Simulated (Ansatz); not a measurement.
# CH₆OSiTe: a ladder of functionals and wavefunction methods

How much do the methods differ for CH₆OSiTe? The plan is to run it at one geometry with functionals of several rungs and with coupled cluster, and see how far each lands from CCSD(T) at the basis-set limit for the atomisation energy.

Computed with Ansatz 0.2.0, Gaussian basis. Level: functionals in def2-TZVPP, the program's frozen cores in correlated methods.

Plan: PBE-D4, r2SCAN-D4, PBE0-D4, B3LYP-D4, ωB97X-V, ωB97M-V, B2PLYP; CCSD(T)/def2-TZVPP; MP2/def2-QZVPP; extrapolation to the limit.

## Step 1: The geometry

An earlier PBE0-D4/def2-TZVP relaxation fixed the geometry. Te takes the def2 core potential; no spin-orbit term is included.

SMILES `OC[SiH2][TeH]`, 10 atoms, charge 0, spin multiplicity 1.

Atoms are counted from 1 here; the program's logs count them from 0.

Bond lengths: O1–C2 1.414 Å, O1–H5 0.960 Å, C2–Si3 1.894 Å, C2–H6 1.093 Å, C2–H7 1.102 Å, Si3–Te4 2.490 Å, Si3–H8 1.490 Å, Si3–H9 1.488 Å, Te4–H10 1.658 Å. Angles: C2–O1–H5 108.8°, O1–C2–Si3 114.1°, O1–C2–H6 106.6°, O1–C2–H7 111.8°, Si3–C2–H6 109.3°, Si3–C2–H7 108.4°, H6–C2–H7 106.3°, C2–Si3–Te4 114.0°, C2–Si3–H8 108.5°, C2–Si3–H9 109.4°, Te4–Si3–H8 104.0°, Te4–Si3–H9 111.2°, H8–Si3–H9 109.5°, Si3–Te4–H10 91.5°.

Geometry (Å):

```xyz
10

O    -1.4748    0.8017   -0.9792
C    -0.8103    0.6912    0.2645
Si    0.3811   -0.7769    0.3779
Te    2.2397   -0.7021   -1.2780
H    -1.9312   -0.0235   -1.1615
H    -0.2523    1.6209    0.4039
H    -1.5207    0.6285    1.1042
H    -0.3639   -2.0195    0.0290
H     0.9012   -0.8842    1.7678
H     2.9142    0.6128   -0.5256
```

## Step 2: PBE-D4 (GGA)

in.yaml

```yaml
crystal:
  periodic: [false, false, false]
  atoms:
    - {symbol: O, position_ang: [-1.474815, 0.801678, -0.979176]}
    - {symbol: C, position_ang: [-0.810302, 0.691202, 0.264516]}
    - {symbol: Si, position_ang: [0.381138, -0.776867, 0.377897]}
    - {symbol: Te, position_ang: [2.239712, -0.702128, -1.277999]}
    - {symbol: H, position_ang: [-1.931230, -0.023509, -1.161485]}
    - {symbol: H, position_ang: [-0.252289, 1.620908, 0.403856]}
    - {symbol: H, position_ang: [-1.520746, 0.628520, 1.104246]}
    - {symbol: H, position_ang: [-0.363942, -2.019521, 0.029023]}
    - {symbol: H, position_ang: [0.901249, -0.884152, 1.767773]}
    - {symbol: H, position_ang: [2.914225, 0.612768, -0.525551]}
basis:
  gaussian: {orbitals: def2-TZVPP}
hamiltonian: {xc: pbe, dispersion: d4}
output: {forces: true, orbitals: {seedname: orbitals}}
```

The run is started by

```console
$ ansatz run in.yaml --threads 4 --pin off --events-out ev --progress --plain --max-ram 10444MiB
```

Further steps of the session: r2SCAN-D4 (meta-GGA); PBE0-D4 (hybrid); B3LYP-D4 (hybrid); ωB97X-V (range-separated); ωB97M-V (range-separated); B2PLYP (double hybrid); CCSD(T) in def2-TZVPP; MP2 in def2-QZVPP.

Q: Predict the results of all the runs planned. Wanted: atomisation energy, CCSD(T)/CBS; farthest; mean size of error, hybrid; mean size of error, range-separated; gap, smallest and largest; T1 diagnostic; triples share of the correlation energy.

As calculated:

| quantity | value |
| --- | --- |
| atomisation energy, CCSD(T)/CBS | 3208.8 kJ/mol |
| functionals within 32.1 kJ/mol (1.0 %) | PBE-D4, r2SCAN-D4, B3LYP-D4, ωB97X-V, ωB97M-V |
| farthest | B2PLYP (-69.5 kJ/mol) |
| mean size of error, hybrid | 29.7 kJ/mol |
| mean size of error, range-separated | 14.3 kJ/mol |
| gap, smallest and largest | 4.04 eV (PBE-D4), 10.07 eV (ωB97X-V) |
| T1 diagnostic | 0.0110 |
| triples share of the correlation energy | 3.1 % |

**Reading.** PBE-D4 is off by +20.7 kJ/mol, about 2.3 kJ/mol a bond. Double hybrids carry the basis error of their MP2 part in triple zeta, and no dispersion term here, so their miss is partly the set-up's. Misses under about 32.1 kJ/mol are within the doubt on the reference itself, which lacks core-valence correlation, spin-orbit coupling and higher excitations, and its outer-core shells are covered unevenly. All levels share the lack of spin-orbit coupling, which lowers the free heavy atoms and so the true binding. Hartree-Fock recovers 70 % of the binding; the rest is correlation. Orbital gaps span 4.0 to 10.1 eV; exact exchange widens them. Correlated methods include outer-core shells of Te, which these sets cover unevenly.
